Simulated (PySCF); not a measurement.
# C2H9BS: the cost of one run

Programs: PySCF 2.14.0, with density-fitted response routines of our own. Each step states its level of theory. These are calculated values for one molecule in the gas phase, unless marked as measured. Atoms are numbered from 0 throughout.

## (1) The molecule as given

13 atoms, charge 0, multiplicity 1; geometry from: GFN2-xTB. The atoms were then displaced at random by about 0.01 Å, so the start is not that level's minimum.

Bonds of the start (Å): B0–S1 1.95, S1–C2 1.81, S1–C3 1.80, B0–H4 1.20, B0–H5 1.18, B0–H6 1.20, C2–H7 1.09, C2–H8 1.08, C2–H9 1.11, C3–H10 1.06, C3–H11 1.08, C3–H12 1.15.

## (2) Relaxing the molecule at PBE0-D3(BJ)/def2-SVP

Job settings and geometry (Å):

```
{"job": {"xc": "PBE0", "basis": "def2-SVP", "d3": "d3bj", "grid": 1, "shake": 0.01, "kind": "geom"}, "charge": 0, "multiplicity": 1}
B     -0.454390     1.622820     0.337730
S     -0.217380    -0.215030     0.935890
C      1.481650    -0.511620     0.397440
C     -1.029180    -1.125950    -0.385420
H     -0.128210     1.639540    -0.813500
H      0.211090     2.287590     1.056700
H     -1.624670     1.835060     0.491400
H      1.661440    -0.098150    -0.595350
H      1.704960    -1.569710     0.447600
H      2.145090     0.005180     1.117850
H     -0.816000    -0.698810    -1.335420
H     -0.772480    -2.173970    -0.328190
H     -2.156110    -1.013840    -0.215660
```

Run with:

```bash
OMP_NUM_THREADS=1 python probes_run.py task.json out
```

This one command runs all jobs of the session in turn.

Q: Estimate the wall time and peak memory of this first job on 1 thread of Arm Neoverse V1, shared host.

About 26 s, with a peak of 0.44 GiB.
